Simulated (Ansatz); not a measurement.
# CH5BOS: up Jacob's ladder to CCSD(T)

How much do the methods differ for CH5BOS? The plan is to run it at one geometry with functionals of several rungs and with coupled cluster, and see how far each lands from CCSD(T) at the basis-set limit for the atomisation energy.

The runs use Ansatz 0.2.0, Gaussian basis; functionals in def2-TZVPP, the program's frozen cores in correlated methods.

The runs, in order: LDA (SPW92), PBE-D4, revPBE-D4, BLYP-D4, r2SCAN-D4, B97M-V, PBE0-D4, B3LYP-D4, r2SCANh-D4, r2SCAN0-D4, HSE06-D4, BHLYP-D4, CAM-B3LYP-D4, LC-ωPBE, ωB97X-V, ωB97M-V, B2PLYP, PBE-QIDH; CCSD(T)/def2-SVP; CCSD(T)/def2-TZVPP; MP2/def2-QZVPP; extrapolation to the limit; RPA on PBE.

## 1. The geometry

All runs share one geometry, relaxed beforehand with PBE0-D4 in a triple-zeta def2 set.

SMILES `COBS`, 9 atoms, charge 0, spin multiplicity 1.

Atoms are counted from 1 here; the program's logs count them from 0.

Bond lengths: C1–O2 1.412 Å, C1–H5 1.094 Å, C1–H6 1.092 Å, C1–H7 1.092 Å, O2–B3 1.343 Å, B3–S4 1.807 Å, B3–H8 1.199 Å, S4–H9 1.341 Å. Angles: O2–C1–H5 111.4°, O2–C1–H6 108.9°, O2–C1–H7 108.9°, H5–C1–H6 109.4°, H5–C1–H7 109.4°, H6–C1–H7 108.8°, C1–O2–B3 121.9°, O2–B3–S4 117.2°, O2–B3–H8 121.9°, S4–B3–H8 120.9°, B3–S4–H9 95.3°.

## 2. LDA

This LDA is Slater exchange with PW92 correlation.

Contents of in.yaml:

```yaml
crystal:
  periodic: [false, false, false]
  atoms:
    - {symbol: C, position_ang: [0.569466, 0.756214, -1.208382]}
    - {symbol: O, position_ang: [0.058045, 0.724281, 0.107443]}
    - {symbol: B, position_ang: [-0.311884, -0.424357, 0.697767]}
    - {symbol: S, position_ang: [-0.950007, -0.317917, 2.384940]}
    - {symbol: H, position_ang: [0.616796, -0.246413, -1.642366]}
    - {symbol: H, position_ang: [-0.074957, 1.387187, -1.823676]}
    - {symbol: H, position_ang: [1.571161, 1.189979, -1.188380]}
    - {symbol: H, position_ang: [-0.225964, -1.480589, 0.136832]}
    - {symbol: H, position_ang: [-1.164255, -1.634684, 2.518726]}
basis:
  gaussian: {orbitals: def2-TZVPP}
hamiltonian: {xc: lda}
output: {orbitals: {seedname: orbitals}}
```

After this run come: PBE-D4 (GGA); revPBE-D4 (GGA); BLYP-D4 (GGA); r2SCAN-D4 (meta-GGA); B97M-V (meta-GGA); PBE0-D4 (hybrid); B3LYP-D4 (hybrid); r2SCANh-D4 (hybrid); r2SCAN0-D4 (hybrid); HSE06-D4 (hybrid); BHLYP-D4 (hybrid); CAM-B3LYP-D4 (range-separated); LC-ωPBE-D4 (range-separated); ωB97X-V (range-separated); ωB97M-V (range-separated); B2PLYP (double hybrid); PBE-QIDH (double hybrid); CCSD(T) in def2-SVP; CCSD(T) in def2-TZVPP; MP2 in def2-QZVPP; RPA on PBE orbitals.

Q: Predict the results of all the runs planned. Wanted: atomisation energy, CCSD(T)/CBS; farthest beyond LDA; mean size of error, GGA; mean size of error, meta-GGA; mean size of error, hybrid; mean size of error, range-separated; mean size of error, double hybrid; gap, smallest and largest; T1 diagnostic.

The runs gave:

| quantity | value |
| --- | --- |
| atomisation energy, CCSD(T)/CBS | 3364.8 kJ/mol |
| functionals within 16.8 kJ/mol (0.5 %) | revPBE-D4, BLYP-D4, PBE0-D4, B3LYP-D4, r2SCANh-D4, LC-ωPBE, ωB97X-V, PBE-QIDH |
| farthest beyond LDA | BHLYP-D4 (-85.2 kJ/mol) |
| mean size of error, GGA | 30.1 kJ/mol |
| mean size of error, meta-GGA | 27.8 kJ/mol |
| mean size of error, hybrid | 26.5 kJ/mol |
| mean size of error, range-separated | 18.7 kJ/mol |
| mean size of error, double hybrid | 17.3 kJ/mol |
| gap, smallest and largest | 5.24 eV (LDA (SPW92)), 12.46 eV (LC-ωPBE) |
| T1 diagnostic | 0.0132 |
| triples share of the correlation energy | 3.9 % |

In words: The LDA atomisation energy is off by 499.9 kJ/mol (15 %): it overbinds. PBE-D4 is off by +75.4 kJ/mol. Double hybrids carry the basis error of their MP2 part in triple zeta, and no dispersion term here, so their miss is partly the set-up's. Taken by rung, double hybrid functionals do best (17.3 kJ/mol on average) and GGA ones worst beyond LDA (30.1 kJ/mol). The gap between the best rungs is small, so their order is not settled. The reference freezes the cores and leaves out relativity and excitations past (T), so misses under about 16.8 kJ/mol can't be ranked. Hartree-Fock recovers 74 % of the binding; the rest is correlation. CCSD(T) in def2-SVP is off by -156.1 kJ/mol, worse than the median functional, from the basis alone. Orbital gaps span 5.2 to 12.5 eV; exact exchange widens them.
